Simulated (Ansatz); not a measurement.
# H16SiSn8 (Sn9H16 ring disc): the cost of one run

Method: RKS PBE-D4/def2-SVP; program: Ansatz 0.2.0, Gaussian basis.

Plan: relaxation at PBE-D4/def2-SVP; a single point at PBE0-D4/def2-SVP.

9 further runs of the same task are left out: 7 that didn't finish, 2 set aside as unsound or not needed. Runs told in other sessions of the task aren't counted.

### 1 Where the work starts

25 atoms, charge 0, spin multiplicity 1.

Atoms are counted from 1 here; the program's logs count them from 0.

Bond lengths: Si1–Sn5 2.818 Å, Si1–Sn6 2.825 Å, Si1–Sn7 2.788 Å, Si1–H10 1.461 Å, Sn2–Sn6 2.795 Å, Sn2–Sn8 2.827 Å, Sn2–H11 1.681 Å, Sn2–H12 1.750 Å, Sn3–Sn5 2.811 Å, Sn3–Sn9 2.765 Å, Sn3–H13 1.702 Å, Sn3–H14 1.750 Å, Sn4–Sn7 2.818 Å, Sn4–Sn8 2.790 Å, Sn4–Sn9 2.826 Å, Sn4–H15 1.703 Å, Sn5–H16 1.711 Å, Sn5–H17 1.725 Å and more. Angles: Sn5–Si1–Sn6 109.3°, Sn5–Si1–Sn7 110.0°, Sn5–Si1–H10 108.9°, Sn6–Si1–Sn7 109.7°, Sn6–Si1–H10 109.2°, Sn7–Si1–H10 109.7°, Sn6–Sn2–Sn8 109.6°, Sn6–Sn2–H11 111.1°, Sn6–Sn2–H12 109.4°, Sn8–Sn2–H11 109.9°, Sn8–Sn2–H12 108.0°, H11–Sn2–H12 108.8°, Sn5–Sn3–Sn9 109.3°, Sn5–Sn3–H13 109.0°, Sn5–Sn3–H14 108.8°, Sn9–Sn3–H13 110.7°, Sn9–Sn3–H14 110.0°, H13–Sn3–H14 109.0° and more.

Geometry (Å):

```mol
H16SiSn8
  3D, bonds by distance, orders not assigned

 25 26  0  0  0  0  0  0  0  0999 V2000
   -1.6236   -1.6164    1.3741 Si  0  0
    1.5967   -1.6152   -1.8692 Sn  0  0
   -1.6368    1.6250   -1.8704 Sn  0  0
    1.6207    1.6167    1.3773 Sn  0  0
   -3.2623   -0.0087   -0.2606 Sn  0  0
    0.0027   -3.2506   -0.2578 Sn  0  0
   -0.0180   -0.0101    2.9918 Sn  0  0
    3.2346    0.0132   -0.2383 Sn  0  0
   -0.0469    3.2104   -0.2560 Sn  0  0
   -2.4722   -2.4627    2.2096 H   0  0
    0.6550   -0.6524   -2.8746 H   0  0
    2.6399   -2.6121   -2.8590 H   0  0
   -2.6295    2.5846   -2.8664 H   0  0
   -0.6341    0.6048   -2.8792 H   0  0
    2.6082    2.5951    2.3607 H   0  0
   -4.2428   -0.9987   -1.2540 H   0  0
   -4.2354    1.0002    0.7445 H   0  0
   -1.0116   -4.2333   -1.2539 H   0  0
    1.0000   -4.2604    0.7534 H   0  0
    0.9865   -1.0180    3.9800 H   0  0
   -0.9985    0.9909    3.9699 H   0  0
    4.2152   -0.9963    0.7327 H   0  0
    4.2353    0.9982   -1.2711 H   0  0
   -0.9955    4.2502    0.7352 H   0  0
    0.9746    4.2431   -1.2426 H   0  0
  1  5  8  0
  1  6  8  0
  1  7  8  0
  1 10  8  0
  2  6  8  0
  2  8  8  0
  2 11  8  0
  2 12  8  0
  3  5  8  0
  3  9  8  0
  3 13  8  0
  3 14  8  0
  4  7  8  0
  4  8  8  0
  4  9  8  0
  4 15  8  0
  5 16  8  0
  5 17  8  0
  6 18  8  0
  6 19  8  0
  7 20  8  0
  7 21  8  0
  8 22  8  0
  8 23  8  0
  9 24  8  0
  9 25  8  0
M  END
```

Sn takes a core potential in the def2 sets. No spin-orbit coupling is included.

The start is a built from a lattice or polyhedron geometry.

### 2 Optimising with PBE-D4/def2-SVP

The input, in.yaml:

```yaml
crystal:
  periodic: [false, false, false]
  atoms:
    - {symbol: Si, position_ang: [-1.623600, -1.616400, 1.374100]}
    - {symbol: Sn, position_ang: [1.596700, -1.615200, -1.869200]}
    - {symbol: Sn, position_ang: [-1.636800, 1.625000, -1.870400]}
    - {symbol: Sn, position_ang: [1.620700, 1.616700, 1.377300]}
    - {symbol: Sn, position_ang: [-3.262300, -0.008700, -0.260600]}
    - {symbol: Sn, position_ang: [0.002700, -3.250600, -0.257800]}
    - {symbol: Sn, position_ang: [-0.018000, -0.010100, 2.991800]}
    - {symbol: Sn, position_ang: [3.234600, 0.013200, -0.238300]}
    - {symbol: Sn, position_ang: [-0.046900, 3.210400, -0.256000]}
    - {symbol: H, position_ang: [-2.472200, -2.462700, 2.209600]}
    - {symbol: H, position_ang: [0.655000, -0.652400, -2.874600]}
    - {symbol: H, position_ang: [2.639900, -2.612100, -2.859000]}
    - {symbol: H, position_ang: [-2.629500, 2.584600, -2.866400]}
    - {symbol: H, position_ang: [-0.634100, 0.604800, -2.879200]}
    - {symbol: H, position_ang: [2.608200, 2.595100, 2.360700]}
    - {symbol: H, position_ang: [-4.242800, -0.998700, -1.254000]}
    - {symbol: H, position_ang: [-4.235400, 1.000200, 0.744500]}
    - {symbol: H, position_ang: [-1.011600, -4.233300, -1.253900]}
    - {symbol: H, position_ang: [1.000000, -4.260400, 0.753400]}
    - {symbol: H, position_ang: [0.986500, -1.018000, 3.980000]}
    - {symbol: H, position_ang: [-0.998500, 0.990900, 3.969900]}
    - {symbol: H, position_ang: [4.215200, -0.996300, 0.732700]}
    - {symbol: H, position_ang: [4.235300, 0.998200, -1.271100]}
    - {symbol: H, position_ang: [-0.995500, 4.250200, 0.735200]}
    - {symbol: H, position_ang: [0.974600, 4.243100, -1.242600]}
basis:
  gaussian: {orbitals: def2-SVP}
hamiltonian: {xc: pbe, dispersion: d4}
scf: {lower_state_search: "off"}
output: {orbitals: {seedname: orbitals}}
relax: {f_tol: 0.03, max_steps: 70}
```

Run with:

```sh
$ ansatz run in.yaml --threads 4 --pin off --events-out ev --progress --plain --max-ram 6963MiB
```

**Question.** How long does this run take on 4 threads of Arm Neoverse V2, shared host, and how much memory does it need?

About 42 s, with a peak of 0.85 GiB.
